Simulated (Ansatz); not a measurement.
Run this with Ansatz's Python interface and show what comes out.

Input file `caga2.yaml`:
```yaml
crystal:
  lattice:
    - [4.238858, 0.0, 0.0]
    - [-2.119429, 3.670959, 0.0]
    - [0.0, 0.0, 4.416409]
  atoms:
    - { symbol: Ca, position: [0.0, 0.0, 0.0] }
    - { symbol: Ga, position: [0.333333, 0.666667, 0.5] }
    - { symbol: Ga, position: [0.666667, 0.333333, 0.5] }
kpoints:
  mp_grid: { grid: [6, 6, 5] }
hamiltonian:
  xc: lda
scf:
  occupations: { method: cold, width: 0.1 }
basis:
  ecutwfc: "19 Ha"
output:
  forces: true
  stress: true
```

`caga2_yaml_run.py`:
```python
import logging
import sys
import warnings

import ansatz
import numpy as np
import yaml

logging.basicConfig(stream=sys.stdout, format="%(name)s: %(message)s")
logger = logging.getLogger("caga2")
logger.setLevel(logging.INFO)

warnings.simplefilter("ignore", ansatz.DeckWarning)

with open("caga2.yaml") as handle:
    tree = yaml.safe_load(handle)
print("sections:", list(tree))
planned = ansatz.Session.from_dict(tree).plan(threads=1, pin="off")
result = planned.execute()
rep = result.report

energy = rep["free_energy_ev"]
logger.info("CaGa2: {:.6f} eV = {:.6f} Ry = {:.6f} Ha".format(energy, energy / 13.605693, energy / 27.211386))
logger.info("Fermi level {:.4f} eV, {} k-points, {} symmetry operations".format(rep["fermi_energy_ev"], rep["n_kpoints"], rep["n_symmetry_ops"]))

logger.info("forces (eV/A)")
for site, force in zip(result.lattice.sites, rep["forces_ev_ang"]):
    logger.info(f"  {site.symbol:2s} {force[0]:9.4f} {force[1]:9.4f} {force[2]:9.4f}")

stress = np.array(rep["stress_gpa"])
logger.info(f"pressure {np.trace(stress) / 3:.3f} GPa")
logger.info("stress tensor, GPa, positive in compression")
print(np.round(stress, 3) + 0.0)
```

Running `python caga2_yaml_run.py` prints:
```text
sections: ['crystal', 'kpoints', 'hamiltonian', 'scf', 'basis', 'output']
caga2: CaGa2: -9188.124619 eV = -675.314710 Ry = -337.657355 Ha
caga2: Fermi level 7.8189 eV, 21 k-points, 24 symmetry operations
caga2: forces (eV/A)
caga2:   Ca   -0.0000   -0.0000    0.0000
caga2:   Ga    0.0000    0.0000    0.0000
caga2:   Ga   -0.0000   -0.0000    0.0000
caga2: pressure -3.445 GPa
caga2: stress tensor, GPa, positive in compression
[[-3.041  0.     0.   ]
 [ 0.    -3.041  0.   ]
 [ 0.     0.    -4.253]]
```

What to keep in mind:
- Absolute energies stand on the zero of these potentials, so only differences at equal settings mean something. A total without «per atom» is that of the cell as typed.
- For a metal this k-point mesh is coarse: on a finer one energies can move by several to tens of meV an atom and pressures by half a GPa or more, differences at one mesh by less.
- Only differences from the Fermi energy are physical; the zero of the scale is a convention.
- The structure comes from a database of computed cells and needn't be a stable or known phase.
- Finished in 2.7 s on 1 thread of Arm Neoverse V1, on a shared host, peak memory 0.4 GiB.

(Lines on the test bed's own set-up are left out of the output.)
